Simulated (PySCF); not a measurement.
# LiSe: changing the method

What do other methods print for LiSe?

The runs use PySCF 2.14.0; each script names its method and basis.

4 further runs of the same task are left out: 4 that didn't finish.

### Step 1. The system as given

LiSe: 2 atoms, charge 0, spin multiplicity 2.

Bond lengths: Li1–Se2 2.232 Å.

### Step 2. Base script

Contents of input.py:

```python
from pyscf import gto, scf, mcscf

mol = gto.M(
    atom='Li 0 0 0; Se 0 0 2.232',
    basis='jorge-dzp-dkh',
    charge=0,
    spin=1,
    verbose=3,
)
mf = scf.ROHF(mol)
mf = mf.sfx2c1e()
mf.kernel()
mc = mcscf.CASCI(mf, 5, 3)
mc.kernel()
mc.analyze()
mf.dip_moment()
print('orbital energies (hartree):', mf.mo_energy[..., max(0, mol.nelec[1]-3):mol.nelec[0]+3].round(4))
```

The run is started by

```bash
$ python input.py
```

The log of this run is left out.

In short: E(SCF) = -2435.444151 Eh, E(CAS) − E(SCF) = -0.00031 Eh, μ = 7.21 D (of the SCF density).

The bond length is a typed value, not an optimised one.

### Step 3. Geometry optimisation

Run 1 changes step after the SCF: casci → optimize.

Contents of input.py:

```python
from pyscf import gto, scf
from pyscf.geomopt.geometric_solver import optimize

mol = gto.M(
    atom='Li 0 0 0; Se 0 0 2.232',
    basis='jorge-dzp-dkh',
    charge=0,
    spin=1,
    verbose=3,
)
mf = scf.ROHF(mol)
mf = mf.sfx2c1e()
mf.kernel()
mol_eq = optimize(mf, maxsteps=30)
print('optimised geometry (angstrom)')
print(mol_eq.tostring('raw'))
print('orbital energies (hartree):', mf.mo_energy[..., max(0, mol.nelec[1]-3):mol.nelec[0]+3].round(4))
```

The run is started by

```bash
$ python input.py
```

### Step 4. Bhandhlyp (ROKS)

Run 2 changes functional: none (Hartree–Fock) → bhandhlyp; SCF type: ROHF → ROKS; step after the SCF: casci → analyze.

Contents of input.py:

```python
from pyscf import gto, dft

mol = gto.M(
    atom='Li 0 0 0; Se 0 0 2.232',
    basis='jorge-dzp-dkh',
    charge=0,
    spin=1,
    verbose=3,
)
mf = dft.ROKS(mol, xc='bhandhlyp')
mf = mf.sfx2c1e()
mf.kernel()
mf.analyze()
print('orbital energies (hartree):', mf.mo_energy[..., max(0, mol.nelec[1]-3):mol.nelec[0]+3].round(4))
```

### Step 5. CASSCF

Run 3 changes step after the SCF: casci → casscf; active space: 3 electrons in 5 orbitals → 7 electrons in 6 orbitals.

input.py, as its differences from that of step 2:

```diff
@@ -12,3 +12,3 @@
 mf.kernel()
-mc = mcscf.CASCI(mf, 5, 3)
+mc = mcscf.CASSCF(mf, 6, 7)
 mc.kernel()
```

**Question.** What will these runs give? Wanted: for each run, E(SCF); from base; SCF dipole; after the SCF.

The runs gave:

| run | E(SCF) (hartree) | from base (eV) | SCF dipole (D) | after the SCF |
| --- | --- | --- | --- | --- |
| base | -2435.444151 | 0 | 7.21 | CASCI correlation -0.008 eV |
| geometry optimisation | -2435.444151 | 0.0000 | n/a | bond 2.347 Å, -0.047 eV |
| bhandhlyp (ROKS) | -2437.257703 | not comparable | 6.76 | n/a |
| CASSCF | -2435.444151 | 0.0000 | 7.21 | CASSCF correlation -0.315 eV |

SCF columns refer to the geometry typed in the script.

**Reading.** Total energies of different functionals can't be compared with each other; differences within one functional can. The dearest run is “geometry optimisation”, at 8.5 s against 1.5 s.
